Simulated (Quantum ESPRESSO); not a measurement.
**Ta4Al: Hubbard U by linear response with LDA+U**

The system is Ta4Al.

```
CELL_PARAMETERS angstrom
-2.96490 2.96490 2.96490
2.96490 -2.96490 2.96490
2.96490 2.96490 -2.96490
ATOMIC_POSITIONS crystal
Ta 0.00000 0.00000 0.50000
Ta 0.50000 0.00000 0.00000
Ta 0.50000 0.50000 0.50000
Ta 0.00000 0.50000 0.00000
Al 0.00000 0.00000 0.00000
```

The cell was built by a generator and needn't be a form met in nature.

| Property | Result |
| --- | --- |
| Program | Quantum ESPRESSO 7.5 |
| Task | Hubbard U by linear response |
| Functional | LDA |
| Potentials or basis | PseudoDojo 0.4.1 SR LDA standard |
| Cutoff | 789 eV |
| Density cutoff | 3157 eV |
| k mesh | 4 × 4 × 4 |
| Occupations | cold, width 0.2 eV |
| Spin | no spin polarisation |
| Hubbard terms | Ta d U = 0.0001 eV |
| Start of the occupations | default |
| Hubbard projectors | ortho-atomic |
| Form of the LDA correlation | PW92 |
| Mixing beta | 0.3 |
| Most SCF iterations | 120 |
| SCF threshold | 1e-09 Ry |
| q mesh | 2 × 2 × 2 |

```yaml
Pressure: -8.3 GPa
Band_gap_on_the_k_mesh: none (metal or under the smearing width)
Hubbard_U_from_linear_response: 2.29, 2.29, 2.29, 2.29 eV
```

Levels at points of the mesh, in eV from the Fermi level:
| k point | band 25 | band 26 | band 27 | band 28 | band 29 | band 30 | band 31 | band 32 |
| --- | --- | --- | --- | --- | --- | --- | --- | --- |
| (0.00, 0.00, 0.00) | -2.09 | 0.45 | 0.45 | 0.45 | 1.39 | 1.39 | 1.39 | 2.21 |
| (0.00, 0.00, -0.50) | -0.89 | -0.82 | -0.66 | -0.14 | 0.57 | 0.69 | 0.73 | 0.77 |
| (-0.50, -0.50, -0.50) | -1.58 | -1.58 | -0.54 | -0.54 | 0.96 | 0.96 | 0.96 | 1.67 |

Eigenvalues of the final occupation matrices:
```
   site  spin  trace               eigenvalues
Ta 1 5d  each   2.04  0.30 0.30 0.41 0.52 0.52
Ta 2 5d  each   2.04  0.30 0.30 0.41 0.52 0.52
Ta 3 5d  each   2.04  0.30 0.30 0.41 0.52 0.52
Ta 4 5d  each   2.04  0.30 0.30 0.41 0.52 0.52
```

Hubbard U from linear response:
```
site  manifold  U (eV)
   1     Ta-5d    2.29
   2     Ta-5d    2.29
   3     Ta-5d    2.29
   4     Ta-5d    2.29
```
On the first site the bare response is -1.428 and the screened one -0.341 eV⁻¹.

Wall time 8.7 min on 4 MPI ranks on Intel(R) Xeon(R) Platinum 8259CL CPU @ 2.50GHz (Skylake/Cascade Lake) (shared host), peak memory 0.32 GiB a rank.

Caveat: the k mesh is coarse (spacing up to 0.37 Å⁻¹), so the values aren't converged; U without spin polarisation on a metal has little footing; the U is typed as a test and isn't derived for this compound. Spin-orbit coupling is left out, which matters for the levels of Ta.
